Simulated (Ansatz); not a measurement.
# CH₅AlBN: how energies converge with the basis set

An exercise on one series of results from a longer session: the logs are not shown, and one member is left open.

Method: one geometry, several basis sets; program: Ansatz 0.2.0, Gaussian basis.

The runs, in order: PBE0-D4/def2-SVP; ωB97M-V/def2-SVP; PBE0-D4/def2-QZVPP; ωB97M-V/def2-QZVPP; the functionals' def2-TZVPP values are taken from earlier runs.

**The geometry**

An earlier PBE0-D4 in a triple-zeta def2 set relaxation fixed the geometry.

SMILES `[CH3][Al]1[BH][NH]1`, 9 atoms, charge 0, spin multiplicity 1.

Atoms are counted from 1 here; the program's logs count them from 0.

Bond lengths: C1–Al2 1.947 Å, C1–H5 1.092 Å, C1–H6 1.094 Å, C1–H7 1.094 Å, Al2–B3 1.995 Å, Al2–N4 1.815 Å, B3–N4 1.402 Å, B3–H8 1.194 Å, N4–H9 1.014 Å. Angles: Al2–C1–H5 112.5°, Al2–C1–H6 110.3°, Al2–C1–H7 110.2°, H5–C1–H6 108.2°, H5–C1–H7 108.1°, H6–C1–H7 107.4°, C1–Al2–B3 173.6°, C1–Al2–N4 130.7°, B3–Al2–N4 42.8°, Al2–B3–N4 61.7°, Al2–B3–H8 166.4°, N4–B3–H8 131.9°, Al2–N4–B3 75.4°, Al2–N4–H9 157.8°, B3–N4–H9 126.7°.

Geometry (Å):

```xyz
9
CH5AlBN
C    -0.55073    1.34353   -1.18136
Al    0.05336   -0.31107   -0.35180
B     0.66853   -1.89637    0.69197
N     0.40182   -0.70733    1.38504
H    -0.69428    1.24205   -2.25864
H    -1.49793    1.66635   -0.73935
H     0.17920    2.14020   -1.00915
H     1.04052   -2.96852    1.06276
H     0.48810   -0.55514    2.38342
```

Set-up of the first run:

File in.yaml:

```yaml
crystal:
  periodic: [false, false, false]
  atoms:
    - {symbol: C, position_ang: [-0.550725, 1.343527, -1.181361]}
    - {symbol: Al, position_ang: [0.053361, -0.311071, -0.351804]}
    - {symbol: B, position_ang: [0.668531, -1.896370, 0.691966]}
    - {symbol: N, position_ang: [0.401825, -0.707327, 1.385044]}
    - {symbol: H, position_ang: [-0.694277, 1.242053, -2.258638]}
    - {symbol: H, position_ang: [-1.497930, 1.666349, -0.739348]}
    - {symbol: H, position_ang: [0.179196, 2.140200, -1.009146]}
    - {symbol: H, position_ang: [1.040519, -2.968524, 1.062763]}
    - {symbol: H, position_ang: [0.488099, -0.555137, 2.383425]}
basis:
  gaussian: {orbitals: def2-SVP}
hamiltonian: {xc: pbe0, dispersion: d4}
output: {orbitals: {seedname: orbitals}}
```

Run with:

```sh
$ ansatz run in.yaml --threads 2 --pin off --events-out ev --progress --plain --max-ram 4352MiB
```

Among the steps run: PBE0-D4 in def2-SVP; ωB97M-V in def2-SVP; PBE0-D4 in def2-QZVPP; ωB97M-V in def2-QZVPP.

One of the session's tables, all rows but one given; the rest of the session is left out.

It belongs to the step «Density functionals: the series». 

```
functional       basis  HOMO (eV)
   PBE0-D4    def2-SVP      -5.87
   PBE0-D4  def2-TZVPP      -5.92
   PBE0-D4  def2-QZVPP          ?
   ωB97M-V    def2-SVP      -7.88
   ωB97M-V  def2-TZVPP      -7.95
   ωB97M-V  def2-QZVPP      -7.96
```

**Question.** Estimate the row for PBE0-D4, def2-QZVPP.

The run gave: HOMO (eV): -5.94. In the column «HOMO (eV)» it lies between ωB97M-V, def2-SVP (-7.88) and PBE0-D4, def2-TZVPP (-5.92).
